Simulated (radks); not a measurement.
# Fractional charge and spin in the 6s shell of osmium

Aim: the energy as the spin-up occupation of 6s runs from 0 to 1 and the spin-down one from 0 to 1, against the two flat planes that join the four corners. Added charge counts from the emptiest corner (up 0, down 0).

Method: scalar-relativistic Kohn-Sham, PBE, spin-polarised, spherical densities, point nucleus. Code: radks (a radial shooting solver on a logarithmic mesh, Libxc functionals) version 1.

**1. The system**

* element: osmium (Z = 76)
* configuration: [Xe] 4f14 5d(up 3, down 3) 6s(up 1, down 1)

A shell typed twice in an input gives spin up, then spin down.

**2. 6s: up 1, down 1**

Input:

```text
Z 76
configuration [Xe] 4f14 5d3 5d3 6s1 6s1
relativity scalar-relativistic
functional pbe,pbe
spin polarised
nucleus point
c 137.035999084
```

**3. 6s: up 1, down 0.75**

Input:

```text
Z 76
configuration [Xe] 4f14 5d3 5d3 6s1 6s0.75
relativity scalar-relativistic
functional pbe,pbe
spin polarised
nucleus point
c 137.035999084
```

**4. 6s: up 1, down 0.5**

Input:

```text
Z 76
configuration [Xe] 4f14 5d3 5d3 6s1 6s0.5
relativity scalar-relativistic
functional pbe,pbe
spin polarised
nucleus point
c 137.035999084
```

**5. 6s: up 1, down 0.25**

Input:

```text
Z 76
configuration [Xe] 4f14 5d3 5d3 6s1 6s0.25
relativity scalar-relativistic
functional pbe,pbe
spin polarised
nucleus point
c 137.035999084
```

**6. 6s: up 1, down 0**

Input:

```text
Z 76
configuration [Xe] 4f14 5d3 5d3 6s1 6s0
relativity scalar-relativistic
functional pbe,pbe
spin polarised
nucleus point
c 137.035999084
```

**7. 6s: up 0.75, down 0.75**

Input:

```text
Z 76
configuration [Xe] 4f14 5d3 5d3 6s0.75 6s0.75
relativity scalar-relativistic
functional pbe,pbe
spin polarised
nucleus point
c 137.035999084
```

**8. 6s: up 0.75, down 0.5**

Input:

```text
Z 76
configuration [Xe] 4f14 5d3 5d3 6s0.75 6s0.5
relativity scalar-relativistic
functional pbe,pbe
spin polarised
nucleus point
c 137.035999084
```

**9. 6s: up 0.75, down 0.25**

Input:

```text
Z 76
configuration [Xe] 4f14 5d3 5d3 6s0.75 6s0.25
relativity scalar-relativistic
functional pbe,pbe
spin polarised
nucleus point
c 137.035999084
```

**10. 6s: up 0.75, down 0**

Input:

```text
Z 76
configuration [Xe] 4f14 5d3 5d3 6s0.75 6s0
relativity scalar-relativistic
functional pbe,pbe
spin polarised
nucleus point
c 137.035999084
```

**11. 6s: up 0.5, down 0.5**

Input:

```text
Z 76
configuration [Xe] 4f14 5d3 5d3 6s0.5 6s0.5
relativity scalar-relativistic
functional pbe,pbe
spin polarised
nucleus point
c 137.035999084
```

**12. 6s: up 0.5, down 0.25**

Input:

```text
Z 76
configuration [Xe] 4f14 5d3 5d3 6s0.5 6s0.25
relativity scalar-relativistic
functional pbe,pbe
spin polarised
nucleus point
c 137.035999084
```

**13. 6s: up 0.5, down 0**

Input:

```text
Z 76
configuration [Xe] 4f14 5d3 5d3 6s0.5 6s0
relativity scalar-relativistic
functional pbe,pbe
spin polarised
nucleus point
c 137.035999084
```

**14. 6s: up 0.25, down 0.25**

Input:

```text
Z 76
configuration [Xe] 4f14 5d3 5d3 6s0.25 6s0.25
relativity scalar-relativistic
functional pbe,pbe
spin polarised
nucleus point
c 137.035999084
```

**15. 6s: up 0.25, down 0**

Input:

```text
Z 76
configuration [Xe] 4f14 5d3 5d3 6s0.25 6s0
relativity scalar-relativistic
functional pbe,pbe
spin polarised
nucleus point
c 137.035999084
```

**16. 6s: up 0, down 0**

Input:

```text
Z 76
configuration [Xe] 4f14 5d3 5d3 6s0 6s0
relativity scalar-relativistic
functional pbe,pbe
spin polarised
nucleus point
c 137.035999084
```

What does the calculation give? Wanted: for each run, down \ up; 0; 0.25; 0.5; 0.75; 1.

As calculated:

```csv
down \ up,0,0.25,0.5,0.75,1
0,0.000,-0.685,-0.910,-0.679,0.000
0.25,-0.685,-0.854,-0.573,0.154,-0.619
0.5,-0.910,-0.573,0.205,-0.520,-0.819
0.75,-0.679,0.154,-0.520,-0.772,-0.610
1,0.000,-0.619,-0.819,-0.610,0.000
```

**Reading.** The table gives the energy in eV minus the planes, whose edge runs along up + down = one added electron; mirror points follow by spin symmetry. With half an added electron in each spin it lies 0.21 eV above the planes. With half an electron added in spin up alone it lies 0.91 eV below them. The planes are only a guide here: the condition holds for ground states with one frontier orbital, and open shells stand beside this one.
